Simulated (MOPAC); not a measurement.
# How the settings of MOPAC move a run on CaO

Simulated with MOPAC 23.2.5. This is a test of settings. The cell began as a measured structure and was relaxed with r2SCAN in plane waves (Ansatz 0.2.0). All runs are without spin polarisation.

The symmetry is Fm-3m (No. 225, cubic); a = 4.795 Å in the conventional setting, 13.78 Å³ an atom. Ca is surrounded by 6 O at 2.40 Å; O is surrounded by 6 Ca at 2.40 Å.

The base run uses PM7 on a cluster of 64 atoms.

```
PM7 1SCF GRADIENTS AUX(PRECISION=6) THREADS=1
crystal as a cluster of 2x2x2 conventional cells

Ca 4.795095 1 0.000000 1 0.000000 1
O 7.192642 1 2.397547 1 2.397547 1
Ca 7.192642 1 2.397547 1 0.000000 1
O 0.000000 1 4.795095 1 2.397547 1
Ca 7.192642 1 0.000000 1 2.397547 1
O 0.000000 1 2.397547 1 4.795095 1
Ca 0.000000 1 0.000000 1 0.000000 1
O 2.397547 1 2.397547 1 2.397547 1
Ca 2.397547 1 2.397547 1 0.000000 1
O 4.795095 1 4.795095 1 2.397547 1
Ca 4.795095 1 4.795095 1 0.000000 1
O 7.192642 1 7.192642 1 2.397547 1
Ca 7.192642 1 7.192642 1 0.000000 1
O 0.000000 1 0.000000 1 2.397547 1
Ca 2.397547 1 0.000000 1 2.397547 1
O 4.795095 1 2.397547 1 4.795095 1
Ca 4.795095 1 2.397547 1 2.397547 1
O 7.192642 1 4.795095 1 4.795095 1
Ca 7.192642 1 4.795095 1 2.397547 1
O 0.000000 1 7.192642 1 4.795095 1
Ca 4.795095 1 0.000000 1 4.795095 1
O 7.192642 1 2.397547 1 7.192642 1
Ca 7.192642 1 2.397547 1 4.795095 1
[... 27 lines left out ...]
Ca 0.000000 1 7.192642 1 2.397547 1
O 2.397547 1 0.000000 1 4.795095 1
Ca 0.000000 1 4.795095 1 4.795095 1
O 2.397547 1 7.192642 1 7.192642 1
Ca 2.397547 1 7.192642 1 4.795095 1
O 4.795095 1 0.000000 1 7.192642 1
Ca 0.000000 1 2.397547 1 7.192642 1
O 2.397547 1 4.795095 1 0.000000 1
Ca 2.397547 1 4.795095 1 7.192642 1
O 4.795095 1 7.192642 1 0.000000 1
Ca 4.795095 1 7.192642 1 7.192642 1
O 7.192642 1 0.000000 1 0.000000 1
Ca 0.000000 1 7.192642 1 7.192642 1
O 2.397547 1 0.000000 1 0.000000 1
Tv 9.590190 1 0.000000 1 0.000000 1
Tv 0.000000 1 9.590190 1 0.000000 1
Tv 0.000000 1 0.000000 1 9.590190 1
```

Command: `mopac run.mop`. It took 3.1 min on 1 thread of Arm Neoverse N1, on a shared host, peak memory 0.029 GiB.

It converged with a gap of 2.99 eV. MOPAC's gap is a Hartree-Fock orbital gap, usually far wider than a measured one, and its energy is the heat of formation.

Each further run moved one setting: method (Hamiltonian); SCFCRT (SCF criterion); cluster (size of the cluster in conventional cells). Changes are from the base run, which isn't itself converged in every setting; energies of another Hamiltonian, functional, basis or charge aren't compared.

```
                          setting  how it ended  gap change (eV)  energy change (meV/atom)  time (s)
                     method = AM1     converged             0.36                         –        35
                     method = RM1       refused                –                         –      0.07
                     method = PM3     converged             5.36                         –       3.6
                 method = PM6-ORG     converged             0.23                         –        16
  SCFCRT = 1e-2 (poor on purpose)     converged            -2.99                     173.8         4
cluster = 1x1x1 (poor on purpose)       refused                –                         –      0.07
```

With method = RM1 nothing was computed: the Hamiltonian has no parameters for an element here. With cluster = 1x1x1 nothing was computed: the program refuses so small a cluster.

The end of the log, shortened, for method = RM1:

```
    NO.       ATOM           X           Y           Z
  O: (RM1): G.B. ROCHA, R.O. FREIRE, A.M.SIMAS, J.J.P. STEWART, J. COMP. CHEM. 27, 1101 (2006)
 DATA ARE NOT AVAILABLE FOR ELEMENT NO. 20
          SOME ELEMENTS HAVE BEEN SPECIFIED FOR WHICH
          NO PARAMETERS ARE AVAILABLE.  CALCULATION STOPPED.
          Parameters for some elements are missing
           Empirical Formula: O32 Ca32  =    64 atoms
 *     Error and normal termination messages reported in this calculation     *
 * Parameters for some elements are missing                                   *
 * JOB ENDED NORMALLY                                                         *
 TOTAL JOB TIME:             0.01 SECONDS
 == MOPAC DONE ==
```
